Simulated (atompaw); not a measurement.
**Al: generating and testing a PAW (atompaw) potential**

Do these settings give a usable potential? It is generated, then checked for scattering, ghosts and hardness.

The numbers are computed with atompaw 4.2.0.5 (PBEsol, scalar-relativistic, spin-unpolarised reference atom).

## 1. The atom and the settings

The settings as typed:

| Item | Value |
| --- | --- |
| element | aluminium (Al, Z = 13) |
| type | PAW |
| frozen core | [Ne] |
| valence charge | 3 |
| reference configuration | 3s1 3p0 (charge +2) |
| partial waves | 3s (bound): rc 1.65 bohr; 3s channel at -0.95 Ry: rc 2.45 bohr; 3p (bound, empty): rc 2.45 bohr; 3p channel at 1.1 Ry: rc 2.45 bohr; 3d channel at 0.35 Ry: rc 2.45 bohr |
| local potential | troulliermartins scheme with l = 3 at 0 Ry, radius 1.95 bohr |
| core correction | smooth core density matched at 1.60 bohr |
| augmentation charge | sinc compensation charge, radius 1.85 bohr; PAW radius 2.45 bohr; waves and projectors: custom rrkj gramschmidtortho |

An earlier all-electron run gives the scale for the radii.

All-electron outer shells of the reference configuration (PBEsol, scalar-relativistic, ld1.x):

| shell | level (eV) | outermost node (bohr) | outermost maximum (bohr) |
| --- | --- | --- | --- |
| 3s | -23.65 | 0.79 | 1.91 |
| 3p | -17.14 | 0.80 | 2.19 |
| 3d | -9.49 | – | 2.85 |
| 4f | -3.93 | – | 6.11 |

## 2. The generation run

File Al.input:

```
Al 13
GGA-PBESOL scalarrelativistic loggrid 1500 logderivrange -4 5 226
3 3 0 0 0 0
3 0 1
3 1 0
0 0 0
c
c
v
c
v
2
2.45 1.85 1.95 1.60
y
-0.95
n
y
1.1
n
y
0.35
n
custom rrkj gramschmidtortho sinc
3 0 troulliermartins
1.65
2.45
2.45
2.45
2.45
PWSCFOUT
UPFDX 0.0125d0 UPFXMIN -7.d0 UPFZMESH 13.d0
END
```

Command:

```
$ atompaw < Al.input > Al.log
```

What does the calculation give? Wanted: cutoffs for 10 and 1 mRy, occupied levels; bound ghosts; largest phase difference near zero energy, channels read; lowest eigenvalue of the overlap; share of valence orbitals outside the PAW sphere; UPF file.

The runs gave:

```
                                                quantity                   value
               cutoffs for 10 and 1 mRy, occupied levels  6 Ry or less and 15 Ry
                                            bound ghosts              none found
largest phase difference near zero energy, channels read               0.109 rad
         lowest eigenvalue of the overlap (Bessel basis)               0.014 (s)
        share of valence orbitals outside the PAW sphere        3s 34 %, 3p 50 %
                                                UPF file                 written
```

**Reading.** It counts as soft on the atom at that tolerance, with 6 Ry or less needed at the looser tolerance. It is free of bound ghosts as far as tested. Of the channels read, d scatters worst near zero energy, by up to 0.11 rad. These are tests on the free atom; a crystal test is still owed.
